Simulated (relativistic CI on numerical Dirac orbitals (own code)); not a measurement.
**Ag⁺: one ion under different settings**

Aim: see what numerical and physical settings do to the SCF, the total energy and the lowest levels of Ag⁺.

Method: Dirac-Coulomb-Breit CI, KLI orbitals optimised for each configuration, model QED (radiative potential, 1s self-energy scaled to tabulated hydrogen-like ionisation energies), numerical settings as typed. Code: relativistic CI on numerical Dirac orbitals (own code) version 3.

## (1) The atom as given

- ion: Ag⁺ (Ag II)
- nuclear charge: 47
- electrons: 46
- isotope: A = 107

## (2) The usual input

Settings of the run:

```ini
atom Ag  Z=47  charge=1  electrons=46
nucleus A=107  rms_radius_fm=4.5454
hamiltonian dirac-coulomb  breit=on  qed=on  c_scale=1
orbitals kli  potential=per-configuration
slater_scale 1
correlation none
mixing on
grid step=0.0125 r_max=100.6
scf mixing=0.4 start=green max_iterations=150 tolerance=2e-08 node_fill=0.05
configurations
  [Kr] 4d10
  [Kr] 4d9 5s
end
```

Launch:

```
$ python run_levels.py task.json out
```

task.json lists these runs, among others, and the program works through them in turn.

## (3) Tolerance 1e-10, Breit term off, QED terms off

Settings of the run:

```ini
atom Ag  Z=47  charge=1  electrons=46
nucleus A=107  rms_radius_fm=4.5454
hamiltonian dirac-coulomb  breit=off  qed=off  c_scale=1
orbitals kli  potential=per-configuration
slater_scale 1
correlation none
mixing on
grid step=0.0125 r_max=100.6
scf mixing=0.4 start=green max_iterations=150 tolerance=1e-10 node_fill=0.05
configurations
  [Kr] 4d10
  [Kr] 4d9 5s
end
```

## (4) QED terms off, grid step 0.008

Settings of the run:

```ini
atom Ag  Z=47  charge=1  electrons=46
nucleus A=107  rms_radius_fm=4.5454
hamiltonian dirac-coulomb  breit=on  qed=off  c_scale=1
orbitals kli  potential=per-configuration
slater_scale 1
correlation none
mixing on
grid step=0.008 r_max=100.6
scf mixing=0.4 start=green max_iterations=150 tolerance=2e-08 node_fill=0.05
configurations
  [Kr] 4d10
  [Kr] 4d9 5s
end
```

## (5) Speed-of-light factor 1.25

Settings of the run:

```ini
atom Ag  Z=47  charge=1  electrons=46
nucleus A=107  rms_radius_fm=4.5454
hamiltonian dirac-coulomb  breit=on  qed=on  c_scale=1.25
orbitals kli  potential=per-configuration
slater_scale 1
correlation none
mixing on
grid step=0.0125 r_max=100.6
scf mixing=0.4 start=green max_iterations=150 tolerance=2e-08 node_fill=0.05
configurations
  [Kr] 4d10
  [Kr] 4d9 5s
end
```

## (6) Grid step 0.04, nuclear radius 4.0909

Settings of the run:

```ini
atom Ag  Z=47  charge=1  electrons=46
nucleus A=107  rms_radius_fm=4.0909
hamiltonian dirac-coulomb  breit=on  qed=on  c_scale=1
orbitals kli  potential=per-configuration
slater_scale 1
correlation none
mixing on
grid step=0.04 r_max=100.6
scf mixing=0.4 start=green max_iterations=150 tolerance=2e-08 node_fill=0.05
configurations
  [Kr] 4d10
  [Kr] 4d9 5s
end
```

## (7) Slater scale 5

Settings of the run:

```ini
atom Ag  Z=47  charge=1  electrons=46
nucleus A=107  rms_radius_fm=4.5454
hamiltonian dirac-coulomb  breit=on  qed=on  c_scale=1
orbitals kli  potential=per-configuration
slater_scale 5
correlation none
mixing on
grid step=0.0125 r_max=100.6
scf mixing=0.4 start=green max_iterations=80 tolerance=2e-08 node_fill=0.05
configurations
  [Kr] 4d10
  [Kr] 4d9 5s
end
```

(Steps that only read results are left out.)

What does the calculation give? Wanted: lowest level, usual settings; total energy; first excitation.

**Answer**, as computed:

| setting | total energy less usual (Ha) | largest shift of a level among the lowest eight of both runs, same label and place (cm⁻¹) | SCF iterations | time | lowest level | kind of change |
| --- | --- | --- | --- | --- | --- | --- |
| usual | 0 | 0 | 22 | 0.13 s | 4d10 1S0 | - |
| tolerance 1e-10, Breit term off, QED terms off | -5.95 | 318 | 28 | 0.11 s | 4d10 1S0 | model term |
| QED terms off, grid step 0.008 | -2.38 | 123 | 23 | 0.16 s | 4d10 1S0 | model term |
| speed-of-light factor 1.25 | 42.1 | 3950 | 23 | 0.13 s | 4d10 1S0 | unphysical constant |
| grid step 0.04, nuclear radius 4.0909 | -0.0186 | 0.942 | 23 | 0.051 s | 4d10 1S0 | unphysical constant |
| Slater scale 5 | 0 | 16600 | 22 | 0.13 s | 4d10 1S0 | unsound |

| quantity | value |
| --- | --- |
| lowest level, usual settings | 4d10 1S0 |
| total energy | -5308.4271 Ha |
| first excitation | 35602 cm⁻¹ |

Among the runs whose levels can be followed, they move most under «Slater scale 5» (unsound), by up to 16600 cm⁻¹. Only the listed configurations are in the model. Near neutrality, missing correlation can shift configurations against each other by thousands of cm⁻¹.
